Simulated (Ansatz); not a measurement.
# YSi2Ir2: the cost of one run

Program: Ansatz 0.2.0. Level of theory: DFT r2SCAN, scalar-relativistic, plane waves, PAW. These are calculated values, not measurements.

The COD entry's cell or inner coordinates are ideal or old and differ from later refinements, so a difference from it is no clean test against experiment.

## Step 1: The structure to begin with

The structure is tetragonal, space group I4/mmm (No. 139). The conventional cell has a = 4.050 Å, b = 4.050 Å, c = 9.905 Å, α = 90.00°, β = 90.00°, γ = 90.00°. Y (site symmetry 4/mmm) has 8 Si at 3.12 Å and 8 Ir at 3.20 Å as nearest neighbours. Si (site symmetry 4mm) has 4 Ir at 2.37 Å and 1 Si at 2.48 Å and 4 Y at 3.12 Å as nearest neighbours. Ir (site symmetry -4m2) has 4 Si at 2.37 Å as nearest neighbours.

Coordinates:

```
Y Si Ir
1.0
    -2.02500    2.02500    4.95250
     2.02500   -2.02500    4.95250
     2.02500    2.02500   -4.95250
Y Si Ir
1 2 2
Direct
  0.00000 0.00000 0.00000
  0.37500 0.37500 0.00000
  0.62500 0.62500 0.00000
  0.75000 0.25000 0.50000
  0.25000 0.75000 0.50000
```

The structure rests on an entry of the Crystallography Open Database; cell or positions may have been set otherwise for this series.

## Step 2: Relaxing cell and atoms: YSi2Ir2, no spin

File input.yaml:

```yaml
crystal:
  lattice:
    - [-2.025, 2.025, 4.9525]
    - [2.025, -2.025, 4.9525]
    - [2.025, 2.025, -4.9525]
  atoms:
    - { symbol: "Y", position: [0.0, 0.0, 0.0] }
    - { symbol: Si, position: [0.375, 0.375, 0.0] }
    - { symbol: Si, position: [0.625, 0.625, 0.0] }
    - { symbol: Ir, position: [0.75, 0.25, 0.5] }
    - { symbol: Ir, position: [0.25, 0.75, 0.5] }
scf:
  occupations: { method: gaussian, width: 0.05 }
output:
  forces: true
  stress: true
  eigenvalues: true
  dos: { method: tetrahedron, nscf_kmesh: { grid: [24, 24, 24] }, de: 0.02 }
  write_density: true
  write_potential: true
  elf: true
  volumetric_format: npy
kpoints:
  mp_grid: { grid: [16, 16, 16] }
hamiltonian:
  xc: r2scan
relax:
  f_tol: 0.005
  max_steps: 60
  cell: { stress_tol: 0.03 }
```

The run is started by

```bash
$ ansatz run input.yaml --threads 4 --pin off --max-ram 8192MiB --backend cpu --events-out ev --progress --plain --runs-dir out
```

**Question.** How long does this run take on 4 threads of Arm Neoverse V2, shared host, and how much memory does it need?

About 3.3 min, with a peak of 2.4 GiB.
